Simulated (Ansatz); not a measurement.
**C2H8AlFSi: small, medium and large basis sets**

One table from this session's results is given with a row withheld; the runs are named, their logs left out.

Method: one geometry, several basis sets; program: Ansatz 0.2.0, Gaussian basis.

The runs, in order: PBE0-D4/def2-SVP; ωB97M-V/def2-SVP; PBE0-D4/def2-QZVPP; ωB97M-V/def2-QZVPP; the functionals' def2-TZVPP values are taken from earlier runs.

### The geometry

All runs share one geometry, relaxed beforehand with PBE0-D4 in a triple-zeta def2 set.

SMILES `[CH3][AlH][SiH2]CF`, 13 atoms, charge 0, spin multiplicity 1.

Atoms are counted from 1 here; the program's logs count them from 0.

Bond lengths: C1–Al2 1.954 Å, C1–H6 1.094 Å, C1–H7 1.093 Å, C1–H8 1.096 Å, Al2–Si3 2.463 Å, Al2–H9 1.591 Å, Si3–C4 1.929 Å, Si3–H10 1.490 Å, Si3–H11 1.491 Å, C4–F5 1.479 Å, C4–H12 1.089 Å, C4–H13 1.089 Å. Angles: Al2–C1–H6 111.4°, Al2–C1–H7 112.8°, Al2–C1–H8 110.4°, H6–C1–H7 108.0°, H6–C1–H8 106.9°, H7–C1–H8 107.2°, C1–Al2–Si3 120.2°, C1–Al2–H9 121.7°, Si3–Al2–H9 117.2°, Al2–Si3–C4 79.6°, Al2–Si3–H10 124.2°, Al2–Si3–H11 123.5°, C4–Si3–H10 107.5°, C4–Si3–H11 107.4°, H10–Si3–H11 107.3°, Si3–C4–F5 102.8°, Si3–C4–H12 116.7°, Si3–C4–H13 117.2° and more.

Coordinates:

```xyz
13

C    -1.64517   -1.46314    0.76010
Al   -0.08024   -0.33832    1.08192
Si    1.61309   -0.03912   -0.68130
C     0.56194    1.55806   -0.93376
F    -0.50234    1.41574    0.08401
H    -2.53034   -1.06957    1.26945
H    -1.88324   -1.56295   -0.30222
H    -1.47604   -2.47285    1.15004
H     0.28657    0.18494    2.53903
H     3.01864    0.38567   -0.42804
H     1.60072   -0.78814   -1.97030
H     1.04072    2.50334   -0.68280
H     0.01608    1.65155   -1.87131
```

Set-up of the first run:

The input, in.yaml:

```yaml
crystal:
  periodic: [false, false, false]
  atoms:
    - {symbol: C, position_ang: [-1.645173, -1.463141, 0.760100]}
    - {symbol: Al, position_ang: [-0.080243, -0.338316, 1.081920]}
    - {symbol: Si, position_ang: [1.613094, -0.039124, -0.681302]}
    - {symbol: C, position_ang: [0.561938, 1.558057, -0.933761]}
    - {symbol: F, position_ang: [-0.502340, 1.415740, 0.084006]}
    - {symbol: H, position_ang: [-2.530337, -1.069571, 1.269447]}
    - {symbol: H, position_ang: [-1.883237, -1.562947, -0.302220]}
    - {symbol: H, position_ang: [-1.476036, -2.472850, 1.150037]}
    - {symbol: H, position_ang: [0.286572, 0.184937, 2.539029]}
    - {symbol: H, position_ang: [3.018640, 0.385673, -0.428041]}
    - {symbol: H, position_ang: [1.600725, -0.788144, -1.970303]}
    - {symbol: H, position_ang: [1.040719, 2.503336, -0.682800]}
    - {symbol: H, position_ang: [0.016078, 1.651552, -1.871312]}
basis:
  gaussian: {orbitals: def2-SVP}
hamiltonian: {xc: pbe0, dispersion: d4}
output: {orbitals: {seedname: orbitals}}
```

Among the steps run: PBE0-D4 in def2-SVP; ωB97M-V in def2-SVP; PBE0-D4 in def2-QZVPP; ωB97M-V in def2-QZVPP.

One table of the session follows, with a row left open; its other results are not shown here.

It belongs to the step «Density functionals: the series». 

| functional | basis | HOMO (eV) |
| --- | --- | --- |
| PBE0-D4 | def2-SVP | ? |
| PBE0-D4 | def2-TZVPP | -6.91 |
| PBE0-D4 | def2-QZVPP | -6.91 |
| ωB97M-V | def2-SVP | -8.91 |
| ωB97M-V | def2-TZVPP | -8.92 |
| ωB97M-V | def2-QZVPP | -8.93 |

**Question.** Estimate the row for PBE0-D4, def2-SVP.

The run gave: HOMO (eV): -6.92. In the column «HOMO (eV)» it lies between ωB97M-V, def2-SVP (-8.91) and PBE0-D4, def2-TZVPP (-6.91).
